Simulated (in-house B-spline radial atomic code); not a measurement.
# Ar⁺: ionisation energy by several methods

One table from this session's results is given with a row withheld; the runs are named, their logs left out.

The numbers are computed with in-house B-spline radial atomic code version 1 (non-relativistic, several functionals, spin-polarised, exact exchange averaged over the configuration; spherical all-electron atom at the radial basis limit), except any that are marked as measured or tabulated.

## Starting point

| Item | Value |
| --- | --- |
| element | argon (Z = 18) |
| charge | +1 |
| electrons | 17 |
| configuration | [Ne] 3s2 3p5 |
| nucleus | point |

Outer shells as boxes (Hund's rule):

[Ne] 3s2 3p5
```
[Ne] core
3s [↑↓]
3p [↑↓][↑↓][↑ ]
```

Where spins are not typed, each open shell is filled with up spins first.

Set-up of the first run:

The run's settings:

```ini
Z = 18
electrons = 17.0
configuration = [Ne] 3s2 3p5
hamiltonian = nr
method = m062x
spin_polarised = True
exact_exchange = averaged over the configuration
```

Run with:

```sh
$ python run_scf.py task.json out
```

The settings of every run stand in task.json; they run in order.

Among the steps run: M06-2X, a global hybrid; HSE06, a range-separated hybrid; BHandHLYP, a global hybrid; ωB97X, a range-separated hybrid; TPSSh, a global hybrid; CAM-B3LYP, a range-separated hybrid.

One table of the session follows, with a row left open; its other results are not shown here.

| method | ΔSCF (eV) |
| --- | --- |
| M06-2X | 27.654 |
| BHandHLYP | 27.545 |
| TPSSh | 27.735 |
| HSE06 | 27.683 |
| ωB97X | 27.697 |
| CAM-B3LYP | ? |

Estimate the missing values for CAM-B3LYP.

**Answer.** ΔSCF (eV): 27.750. In the column «ΔSCF (eV)» it is the highest.
